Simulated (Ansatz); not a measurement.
Crystal: CsLiCr2Te2S3.

```xyz
9
Lattice="3.6036 0.0000 0.0000 -1.8018 3.1208 0.0000 0.0000 0.0000 19.0665" Properties=species:S:1:pos:R:3 pbc="T T T"
Cs    0.0000    0.0000    7.1307
Li    1.8018    1.0403    0.3064
Cr    0.0000    0.0000   16.5187
Cr    0.0000    2.0805    3.2095
Te    0.0000    2.0805   10.2751
Te    1.8018    1.0403   14.7338
S     0.0000    0.0000    1.9124
S     0.0000    2.0805   17.7166
S     1.8018    1.0403    4.4631
```

The cell was built by a generator and needn't be a form met in nature.

```yaml
Program: Ansatz 0.2.0
Task: relaxation of cell and atoms
Functional: PBE
Dispersion: D3(BJ)-ATM
Potentials_or_basis: Ansatz PAW
Cutoff: "420 eV (not typed: the program's choice for these potentials)"
k_mesh: 6 × 6 × 1
Occupations: fermi-dirac, width 0.05 eV
Spin: collinear spin, ferromagnetic start
Starting_moments: "[0.0, 0.0, 3.0, 3.0, 0.0, 0.0, 0.0, 0.0, 0.0] μB"
```

At the start: volume 23.82 Å³/atom.

Where does the relaxation end?

It ends after 16 steps and the volume is 22.13 Å³/atom (-7.1 %); space group P3m1 (No. 156, to 0.05 Å); moment 5.80 μB per cell.

The path:
| step | energy change (eV) | largest force (eV/Å) | volume (Å³) |
| --- | --- | --- | --- |
| 1 | 0.0000 | 1.8765 | 214.42 |
| 2 | -0.0121 | 0.2343 | 215.03 |
| 3 | -0.0482 | 0.2745 | 210.32 |
| 4 | -0.0929 | 0.2412 | 205.67 |
| 5 | -0.1100 | 1.6316 | 198.82 |
| 6 | -0.1231 | 0.0761 | 201.09 |
| 7 | -0.1259 | 0.0780 | 200.19 |
| 8 | -0.1274 | 0.0693 | 199.94 |
| 9 | -0.1290 | 0.0800 | 199.24 |
| 10 | -0.1292 | 0.0780 | 199.33 |
| 11 | -0.1294 | 0.0386 | 199.25 |
| 12 | -0.1295 | 0.0544 | 199.22 |
| 13 | -0.1295 | 0.0220 | 199.13 |
| 14 | -0.1296 | 0.0109 | 199.17 |
| 15 | -0.1296 | 0.0084 | 199.19 |
| 16 | -0.1280 | 0.0082 | 199.19 |

Final structure:
```yaml
crystal:
  lattice:
    - [3.57465, 0.00000, 0.00000]
    - [-1.78733, 3.09574, 0.00000]
    - [0.00000, 0.00000, 18.00022]
  atoms:
    - { symbol: Cs, position: [0.00000, 0.00000, 0.38641] }
    - { symbol: Li, position: [0.66667, 0.33333, 0.01586] }
    - { symbol: Cr, position: [0.00000, 0.00000, 0.85387] }
    - { symbol: Cr, position: [0.33333, 0.66667, 0.17098] }
    - { symbol: Te, position: [0.33333, 0.66667, 0.55892] }
    - { symbol: Te, position: [0.66667, 0.33333, 0.75261] }
    - { symbol: S, position: [0.00000, 0.00000, 0.09909] }
    - { symbol: S, position: [0.33333, 0.66667, 0.92209] }
    - { symbol: S, position: [0.66667, 0.33333, 0.24019] }
```

Caveat: the plane-wave basis is chosen anew once the cell has moved, so the energies of steps on either side of that aren't comparable; only a ferromagnetic start was run, and an antiferromagnetic order may lie lower in energy; pairwise dispersion overbinds metals, which lowers pressure and volume.
